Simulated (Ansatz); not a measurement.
# CH₂OSe₂: up Jacob's ladder to CCSD(T)

The task here is to estimate one member of a computed series from the others.

Computed with Ansatz 0.2.0, Gaussian basis. Level: functionals in def2-TZVPP, the program's frozen cores in correlated methods.

Plan: LDA (SPW92), PBE-D4, revPBE-D4, BLYP-D4, r2SCAN-D4, B97M-V, PBE0-D4, B3LYP-D4, r2SCANh-D4, r2SCAN0-D4, HSE06-D4, BHLYP-D4, CAM-B3LYP-D4, LC-ωPBE, ωB97X-V, ωB97M-V, B2PLYP, PBE-QIDH; CCSD(T)/def2-SVP; CCSD(T)/def2-TZVPP; MP2/def2-QZVPP; extrapolation to the limit; RPA on PBE.

**Structure used throughout**

All runs share one geometry, relaxed beforehand with PBE0-D4 in a triple-zeta def2 set.

SMILES `OC1[Se][Se]1`, 6 atoms, charge 0, spin multiplicity 1.

Atoms are counted from 1 here; the program's logs count them from 0.

Bond lengths: O1–C2 1.363 Å, O1–H5 0.963 Å, C2–Se3 1.923 Å, C2–Se4 1.977 Å, C2–H6 1.088 Å, Se3–Se4 2.349 Å. Angles: C2–O1–H5 108.9°, O1–C2–Se3 115.7°, O1–C2–Se4 119.8°, O1–C2–H6 115.7°, Se3–C2–Se4 74.1°, Se3–C2–H6 113.8°, Se4–C2–H6 111.2°, C2–Se3–Se4 54.0°, C2–Se4–Se3 51.9°.

Set-up of the first run:

in.yaml

```yaml
crystal:
  periodic: [false, false, false]
  atoms:
    - {symbol: O, position_ang: [0.583279, 1.035373, -0.387535]}
    - {symbol: C, position_ang: [-0.084806, 0.003758, 0.202587]}
    - {symbol: Se, position_ang: [1.016088, -1.388597, 0.943229]}
    - {symbol: Se, position_ang: [-0.494025, -1.625090, -0.840738]}
    - {symbol: H, position_ang: [-0.056025, 1.625668, -0.801118]}
    - {symbol: H, position_ang: [-0.922313, 0.284788, 0.837375]}
basis:
  gaussian: {orbitals: def2-TZVPP}
hamiltonian: {xc: lda}
output: {orbitals: {seedname: orbitals}}
```

Launch:

```
> ansatz run in.yaml --threads 4 --pin off --events-out ev --progress --plain --max-ram 10444MiB
```

Among the steps run: LDA; PBE-D4 (GGA); revPBE-D4 (GGA); BLYP-D4 (GGA); r2SCAN-D4 (meta-GGA); B97M-V (meta-GGA); PBE0-D4 (hybrid); B3LYP-D4 (hybrid); r2SCANh-D4 (hybrid); r2SCAN0-D4 (hybrid); HSE06-D4 (hybrid); BHLYP-D4 (hybrid); CAM-B3LYP-D4 (range-separated); LC-ωPBE (range-separated); ωB97X-V (range-separated); ωB97M-V (range-separated); B2PLYP (double hybrid); PBE-QIDH (double hybrid).

One table of the session follows, with a row left open; its other results are not shown here.

It belongs to the step «Orbital energies across the functionals». 

```
  functional  HOMO (eV)  LUMO (eV)  gap (eV)
 LDA (SPW92)      -4.96      -3.26      1.70
      PBE-D4      -4.80      -3.03      1.77
   revPBE-D4          ?          ?         ?
     BLYP-D4      -4.64      -2.92      1.72
   r2SCAN-D4      -5.04      -2.98      2.06
      B97M-V      -5.14      -2.81      2.33
     PBE0-D4      -5.94      -2.25      3.69
    B3LYP-D4      -5.71      -2.46      3.26
  r2SCANh-D4      -5.46      -2.68      2.78
  r2SCAN0-D4      -6.09      -2.22      3.87
    HSE06-D4      -5.55      -2.62      2.93
    BHLYP-D4      -6.93      -1.36      5.57
CAM-B3LYP-D4      -7.22      -1.23      5.99
     LC-ωPBE      -8.56      -0.15      8.41
     ωB97X-V      -8.21      -0.22      8.00
     ωB97M-V      -8.07      -0.30      7.77
```

Estimate the missing values for revPBE-D4.

As computed: HOMO (eV): -4.75; LUMO (eV): -2.95; gap (eV): 1.80. In the column «HOMO (eV)» it lies between PBE-D4 (-4.80) and BLYP-D4 (-4.64).
